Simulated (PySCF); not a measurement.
**C2H7BF2Si: electronic excitations and core binding energies**

What electronic excitations and core binding energies should C2H7BF2Si (`FB(F)CC[SiH3]`) show?

Programs: PySCF 2.14.0, with density-fitted response routines of our own. Each step states its level of theory. These are calculated values for one molecule in the gas phase, unless marked as measured. Atoms are numbered from 0 throughout.

## Step 1: The starting structure

13 atoms, charge 0, multiplicity 1; geometry from: GFN2-xTB.

Bonds of the start (Å): F0–B1 1.32, B1–F2 1.32, B1–C3 1.57, C3–C4 1.53, C4–Si5 1.90, C3–H6 1.09, C3–H7 1.10, C4–H8 1.09, C4–H9 1.09, Si5–H10 1.46, Si5–H11 1.47, Si5–H12 1.46.

## Step 2: Excited states and response: CAM-B3LYP/def2-SVPD

Job settings and geometry (Å):

```
{"job": {"kind": "uv", "xc": "CAM-B3LYP", "basis": "def2-SVPD", "nstates": 8, "ntriplets": 3}, "charge": 0, "multiplicity": 1}
F     -1.484646     1.670207    -0.583410
B     -1.713441     0.660538     0.232508
F     -2.706671     0.882102     1.073691
C     -0.921880    -0.700394     0.194872
C      0.370101    -0.665841    -0.631277
Si     1.706426     0.461896     0.119935
H     -0.703449    -1.027528     1.214893
H     -1.593314    -1.466487    -0.212338
H      0.133779    -0.328759    -1.641298
H      0.756592    -1.682582    -0.725951
H      2.886837     0.404601    -0.744382
H      2.040520    -0.044719     1.455884
H      1.224760     1.837453     0.229145
```

Level: TDDFT CAM-B3LYP/def2-SVPD, vertical, gas phase, core orbitals frozen in the response.

On the command line:

```
> OMP_NUM_THREADS=1 python probes_run.py task.json out
```

One launch serves the whole session: the jobs run in the order shown.

**Question.** This job is followed by: delta-SCF UKS SCAN, pcX-2 on the ionised atom, pcseg-1 elsewhere, spin-free X2C. What will the session give for the following? lowest singlet (CAM-B3LYP/def2-SVPD); brightest single state of those computed; lowest triplet; C1s binding energies, SCAN/pcX-2; F1s binding energies, SCAN/pcX-2; B1s binding energies, SCAN/pcX-2; Si1s binding energies, SCAN/pcX-2; Si2p binding energies, SCAN/pcX-2.

**Answer**, as computed:

| quantity | value |
| --- | --- |
| lowest singlet (CAM-B3LYP/def2-SVPD) | 7.78 eV (159 nm), f = 0.004 |
| brightest single state of those computed | state 6, 8.94 eV, f = 0.064 |
| lowest triplet | 7.27 eV |
| C1s binding energies, SCAN/pcX-2 | C3 290.85, C4 290.42 eV |
| F1s binding energies, SCAN/pcX-2 | F0 693.48 eV |
| B1s binding energies, SCAN/pcX-2 | B1 199.46 eV |
| Si1s binding energies, SCAN/pcX-2 | Si5 1846.36 eV |
| Si2p binding energies, SCAN/pcX-2 | Si5 106.86 eV |

The lowest singlet, at 7.78 eV, is HOMO→LUMO 0.68, HOMO→LUMO+1 0.26 and is weak; of the 8 states computed, the strongest absorption comes from states 7 to 8 together at 9.02 eV (the last computed, so partners may be missing). The lowest triplet lies 0.51 eV below the lowest singlet (triplets in Tamm-Dancoff, singlets in full TDDFT). The C1s levels kept as sound span 0.43 eV, from C4 (sp3 CH2 bonded to Si) up to C3 (sp3 CH2 bonded to B).
